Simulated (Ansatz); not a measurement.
# Hf2H3: the cost of one run

Method: DFT PBE, scalar-relativistic, plane waves, PAW, in Ansatz 0.2.0.

1 further run of the same task is left out (it didn't finish).

## Step 1: The structure to begin with

The structure is hexagonal, space group P6/mmm (No. 191). The conventional cell has a = 3.467 Å, b = 3.467 Å, c = 6.768 Å, α = 90.00°, β = 90.00°, γ = 120.00°. Hf (site symmetry 6mm) has 1 H at 1.83 Å in its first shell of neighbours. Around H (site symmetry -6m2) lie 3 H at 2.00 Å. Around H (site symmetry 6/mmm) lie 2 Hf at 1.83 Å.

As a file:

```cif
data_structure
_symmetry_space_group_name_H-M 'P 1'
_symmetry_Int_Tables_number 1
_cell_length_a 3.4666
_cell_length_b 3.4666
_cell_length_c 6.7681
_cell_angle_alpha 90.000
_cell_angle_beta 90.000
_cell_angle_gamma 120.000
_cell_volume 70.44
loop_
_atom_site_label
_atom_site_type_symbol
_atom_site_fract_x
_atom_site_fract_y
_atom_site_fract_z
_atom_site_occupancy
Hf1 Hf 0.00000 0.00000 0.22947 1
Hf2 Hf 0.00000 0.00000 0.77053 1
H1 H 0.33333 0.66667 0.00000 1
H2 H 0.66667 0.33333 0.00000 1
H3 H 0.00000 0.00000 0.50000 1
```

Recipe of the guess: random cell by space group and Wyckoff sites (P6/mmm, No. 191). The dimensions are guesses.

## Step 2: A first look at the guess

input.yaml

```yaml
crystal:
  lattice:
    - [3.46664117, 0.0, 0.0]
    - [-1.73332058, 3.00219932, 0.0]
    - [0.0, 0.0, 6.76811628]
  atoms:
    - { symbol: Hf, position: [0.0, 0.0, 0.22946634] }
    - { symbol: Hf, position: [0.0, 0.0, 0.77053366] }
    - { symbol: H, position: [0.33333333, 0.66666667, 0.0] }
    - { symbol: H, position: [0.66666667, 0.33333333, 0.0] }
    - { symbol: H, position: [0.0, 0.0, 0.5] }
basis:
  ecutwfc: 420
kpoints:
  mp_grid: { grid: [6, 6, 4] }
hamiltonian:
  xc: pbe
scf:
  occupations: { method: gaussian, width: 0.1 }
  lower_state_search: "off"
output:
  forces: true
  stress: true
  eigenvalues: true
```

The run is started by

```console
$ ansatz run input.yaml --threads 1 --pin off --max-ram 2560MiB --backend cpu --events-out ev --progress --plain --runs-dir out
```

**Question.** How long does this run take on 1 thread of Intel Xeon at 2.50GHz (Skylake/Cascade Lake), shared host, and how much memory does it need?

About 5.8 s, with a peak of 0.37 GiB.
